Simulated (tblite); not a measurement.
# C2H11BO3Si3: the cost of one run

The runs use tblite 0.8.0 and PySCF 2.14.0, with density-fitted response routines of our own; the level of theory stands in each step. All values are computed, except where a source is named. Atoms are numbered from 0 throughout.

## 1. The starting structure

20 atoms, charge 0, multiplicity 1; geometry from: force field or distance geometry start.

Bonds of the start (Å): O0–C1 1.21, C1–C2 1.49, C2–Si3 1.89, C2–Si4 1.88, C2–Si5 1.85, Si5–B6 1.96, B6–O7 1.46, B6–O8 1.46, C1–H9 1.10, Si3–H10 1.47, Si3–H11 1.46, Si3–H12 1.48, Si4–H13 1.47, Si4–H14 1.49, Si4–H15 1.46, Si5–H16 1.46, Si5–H17 1.48, O7–H18 0.99, O8–H19 0.99.

## 2. Geometry optimisation with GFN2-xTB

The job: settings as JSON, then the geometry in Å.

```
{"job": {"kind": "relax", "xc": "GFN2-xTB", "basis": "xTB"}, "charge": 0, "multiplicity": 1}
O     -1.016900    -0.822000    -2.482900
C     -0.583200    -1.120200    -1.393400
C     -0.753600    -0.287300    -0.165200
Si    -1.749900     1.248900    -0.614200
Si    -1.771200    -1.218800     1.106300
Si     0.893000     0.148400     0.567600
B      2.155200     0.701500    -0.828400
O      2.860600    -0.393800    -1.490400
O      2.941400     1.909400    -0.571500
H     -0.014900    -2.050500    -1.237000
H     -1.980800     2.121900     0.543900
H     -1.128000     2.009700    -1.695000
H     -3.050300     0.778100    -1.129900
H     -3.057300    -1.676600     0.555300
H     -2.010800    -0.255600     2.219900
H     -0.995000    -2.304600     1.686700
H      0.759500     1.197300     1.576800
H      1.421200    -1.100800     1.155400
H      3.604500    -0.619900    -0.877500
H      3.471300     1.745400     0.251100
```

Run with:

```
> OMP_NUM_THREADS=1 python probes_run.py task.json out
```

One launch serves the whole session: the jobs run in the order shown.

**Question.** How long does this first job take on 1 thread of Arm Neoverse N1, shared host?

About 3 s.
